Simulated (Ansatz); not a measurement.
Run this with the Ansatz DFT code, driven from Python and show what comes out.

`edit.py`:
```python
"""Editing single keys of the input for CdBr2."""

import warnings

import ansatz as az

warnings.simplefilter("ignore", az.DeckWarning)

crystal = (
    az.Lattice.from_parameters(4.018499, 4.018499, 39.682212, alpha=90, beta=90, gamma=120)
    .space_group(166)
    .atom("Cd", (0.0, 0.0, 0.0))
    .atom("Cd", (1 / 3, 2 / 3, 1 / 6))
    .atom("Br", (0.0, 0.0, 0.206076))
    .atom("Br", (1 / 3, 2 / 3, 0.293923))
    .primitive()
)

calculation = (
    crystal.calculation()
    .accuracy("medium")
    .mixing("msr1", beta=0.2)
    .functional(az.Functional.PBESOL)
    .kpoints(spacing=0.47)  # the mesh must be finer for metals
    .occupations(az.OccupationsMethod.FIXED)
    .band_table()  # levels at the mesh points
)
typed = calculation.input()
rows = []
for value in [0.0001, 1e-06, 1e-08]:
    edited = typed.set(az.key.scf.convergence.dr2_threshold, value)
    report = az.Session.from_dict(edited).plan().execute().report
    rows.append((value, report["free_energy_ev"], report["n_iterations"], len(report["eigenvalues_ev"][0]) if "eigenvalues_ev" in report else 0))
print("  threshold eV            F eV      iterations    bands listed")
for row in rows:
    print(f"{str(row[0]):>14s}  {row[1]:14.5f}  {row[2]:14d}  {row[3]:14d}")
```

```console
$ python edit.py
  threshold eV            F eV      iterations    bands listed
        0.0001    -27319.11573               6              40
         1e-06    -27319.11573               6              40
         1e-08    -27319.11573               8              40
```

Reading the output:
- These settings explore the input space; cutoff and mesh may be short of convergence.
- Energy and stress may still move on a finer k-point mesh.
- This cell is a computed structure, which may not be the phase found in nature.
- Timing: 18 s on 1 thread of Arm Neoverse V1 (shared host), peak memory 0.46 GiB.
